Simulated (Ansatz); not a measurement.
# Ca2MgWO6: the cost of one run

All numbers below are computed with Ansatz 0.2.0 (DFT PBE, plane waves, PAW, scalar-relativistic, no spin polarisation).

**1. The starting structure**

The cell holds 40 atoms (Ca8Mg4O24W4): a = 7.937 Å, b = 7.937 Å, c = 9.626 Å, α = 113.48°, β = 66.52°, γ = 88.32°.

The coordinates stand in the first input below.

**2. Run 1**

400 steps of 1 fs at constant energy, with velocities drawn for 2400 K.

The input, input.yaml:

```yaml
accuracy: low
crystal:
  lattice:
    - [-5.529618, -5.693697, 0.0]
    - [5.529618, -5.693697, 0.0]
    - [-5.50503, 0.0, 7.896827]
  atoms:
    - { symbol: Ca, position: [0.6431565, 0.4076685, 0.752488] }
    - { symbol: Ca, position: [0.1576685, 0.3931565, 0.747512] }
    - { symbol: Ca, position: [0.8423315, 0.6068435, 0.252488] }
    - { symbol: Ca, position: [0.3568435, 0.5923315, 0.247512] }
    - { symbol: Mg, position: [0.25, 0.25, 0.0] }
    - { symbol: Mg, position: [0.5, 0.5, 0.5] }
    - { symbol: W, position: [0.25, 0.75, 0.0] }
    - { symbol: W, position: [0.0, 0.5, 0.5] }
    - { symbol: O, position: [0.736002, 0.568693, 0.545] }
    - { symbol: O, position: [0.318693, 0.486002, 0.955] }
    - { symbol: O, position: [0.263998, 0.431307, 0.455] }
    - { symbol: O, position: [0.681307, 0.513998, 0.045] }
    - { symbol: O, position: [0.979313, 0.236034, 0.44847] }
    - { symbol: O, position: [0.986034, 0.729313, 0.05153] }
    - { symbol: O, position: [0.020687, 0.763966, 0.55153] }
    - { symbol: O, position: [0.013966, 0.270687, 0.94847] }
    - { symbol: O, position: [0.9104375, 0.5589795, 0.740719] }
    - { symbol: O, position: [0.3089795, 0.6604375, 0.759281] }
    - { symbol: O, position: [0.0895625, 0.4410205, 0.259281] }
    - { symbol: O, position: [0.6910205, 0.3395625, 0.240719] }
    - { symbol: Ca, position: [0.1431565, 0.9076685, 0.752488] }
    - { symbol: Ca, position: [0.6576685, 0.8931565, 0.747512] }
    - { symbol: Ca, position: [0.3423315, 0.1068435, 0.252488] }
    - { symbol: Ca, position: [0.8568435, 0.0923315, 0.247512] }
    - { symbol: Mg, position: [0.75, 0.75, 0.0] }
    - { symbol: Mg, position: [0.0, 0.0, 0.5] }
    - { symbol: W, position: [0.75, 0.25, 0.0] }
    - { symbol: W, position: [0.5, 0.0, 0.5] }
    - { symbol: O, position: [0.236002, 0.068693, 0.545] }
    - { symbol: O, position: [0.818693, 0.986002, 0.955] }
    - { symbol: O, position: [0.763998, 0.931307, 0.455] }
    - { symbol: O, position: [0.181307, 0.013998, 0.045] }
    - { symbol: O, position: [0.479313, 0.736034, 0.44847] }
    - { symbol: O, position: [0.486034, 0.229313, 0.05153] }
    - { symbol: O, position: [0.520687, 0.263966, 0.55153] }
    - { symbol: O, position: [0.513966, 0.770687, 0.94847] }
    - { symbol: O, position: [0.4104375, 0.0589795, 0.740719] }
    - { symbol: O, position: [0.8089795, 0.1604375, 0.759281] }
    - { symbol: O, position: [0.5895625, 0.9410205, 0.259281] }
    - { symbol: O, position: [0.1910205, 0.8395625, 0.240719] }
basis:
  ecutwfc: 420.0
kpoints:
  mp_grid: { grid: [1, 1, 1] }
hamiltonian:
  xc: pbe
scf:
  occupations: { method: fermi_dirac, width: 0.05 }
  lower_state_search: "off"
md:
  timestep: 1
  n_steps: 400
  ensemble: nve
  temperature: 2400.0
  initial_velocities: maxwell_boltzmann
  seed: 749323
```

Run with:

```console
ansatz run input.yaml --threads 2 --pin off --max-ram 5120MiB --backend cpu --events-out ev --progress --plain --runs-dir out
```

What time and memory should one allow on 2 threads of Arm Neoverse V2, shared host?

About 16 min, with a peak of 0.69 GiB.
